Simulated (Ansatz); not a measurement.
# Be4InN: the cost of one run

Computed with Ansatz 0.2.0 (DFT PBE, scalar-relativistic, plane waves, PAW, unless a step's input says otherwise).

## Step 1: The starting structure

Symmetry: P4/mmm, No. 123, tetragonal system. Conventional cell: a = 3.336 Å, b = 3.336 Å, c = 5.549 Å, α = 90.00°, β = 90.00°, γ = 90.00°. Be (site symmetry 2mm) has 2 N at 2.00 Å and 1 Be at 2.19 Å as nearest neighbours. In (site symmetry 4/mmm) has 8 Be at 2.37 Å as nearest neighbours. N (site symmetry 4/mmm) has 8 Be at 2.00 Å as nearest neighbours.

Coordinates:

```
CELL_PARAMETERS angstrom
3.33633 0.00000 0.00000
0.00000 3.33633 0.00000
0.00000 0.00000 5.54944
ATOMIC_POSITIONS crystal
Be 0.50000 0.00000 0.69755
Be 0.00000 0.50000 0.30245
Be 0.50000 0.00000 0.30245
Be 0.00000 0.50000 0.69755
In 0.00000 0.00000 0.00000
N 0.50000 0.50000 0.50000
```

A structure generator made this guess: species swapped into a database cell of TlBiF4 (P4/mmm, No. 123), with In on the Tl sites, N on the Bi sites and Be on the F sites. Its size is a rough estimate.

## Step 2: Probe: one point on a coarse mesh

Input file input.yaml:

```yaml
crystal:
  lattice:
    - [3.3363331, 0.0, 0.0]
    - [0.0, 3.3363331, 0.0]
    - [0.0, 0.0, 5.54944033]
  atoms:
    - { symbol: Be, position: [0.5, 0.0, 0.69755012] }
    - { symbol: Be, position: [0.0, 0.5, 0.30244988] }
    - { symbol: Be, position: [0.5, 0.0, 0.30244988] }
    - { symbol: Be, position: [0.0, 0.5, 0.69755012] }
    - { symbol: In, position: [0.0, 0.0, 0.0] }
    - { symbol: "N", position: [0.5, 0.5, 0.5] }
basis:
  ecutwfc: 420
kpoints:
  mp_grid: { grid: [6, 6, 4] }
hamiltonian:
  xc: pbe
scf:
  occupations: { method: gaussian, width: 0.1 }
  lower_state_search: "off"
output:
  forces: true
  stress: true
  eigenvalues: true
```

Command:

```bash
ansatz run input.yaml --threads 1 --pin off --max-ram 2048MiB --backend cpu --events-out ev --progress --plain --runs-dir out
```

Q: Estimate wall time and peak memory on 1 thread of Arm Neoverse V2, shared host.

About 2.2 s, with a peak of 0.32 GiB.
